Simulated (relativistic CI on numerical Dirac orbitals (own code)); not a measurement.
# Ni: the cost of one run

The numbers are computed with relativistic CI on numerical Dirac orbitals (own code) version 3 (charge-transfer multiplet model of a cubic metal-ligand cluster with up to 3 ligand holes, Slater and spin-orbit integrals from Dirac-Coulomb-Breit ions, Slater integrals scaled by 0.9), except any that are marked as measured or tabulated.

### Step 1. The atom as given

| Item | Value |
| --- | --- |
| ion | Ni³⁺ (Ni IV) |
| nuclear charge | 28 |
| electrons | 25 |
| d electrons | 7 |
| ligand holes at most | 3 |
| parameters | in eV; Veg, Vt2g hoppings, tenDq and tenDqL metal and ligand splittings (negative tenDq: tetrahedral), red the scaling of hopping with a core hole |
| temperature | 300 K |
| widths | Lorentz 0.6 eV, Gauss 0.8 eV |

### Step 2. Udd = 6.1 eV

Input settings:

```ini
cluster ion=Ni3+ d7 ligand_holes=3 slater_scale=0.9
Delta=-1.1 Udd=6.1 Upd=7 tenDq=-0.1 tenDqL=0 Veg=1.65 Vt2g=-2.8 red=0.9
spectrum xps 2p T=300 lorentz=0.6 gauss=0.8
```

The run is started by

```bash
$ python run_levels.py task.json out
```

task.json lists these runs, among others, and the program works through them in turn.

**Question.** How long does this run take on 1 thread of Neoverse-V1, shared host, and how much memory does it need?

About 3.1 s, with a peak of 0.23 GiB.
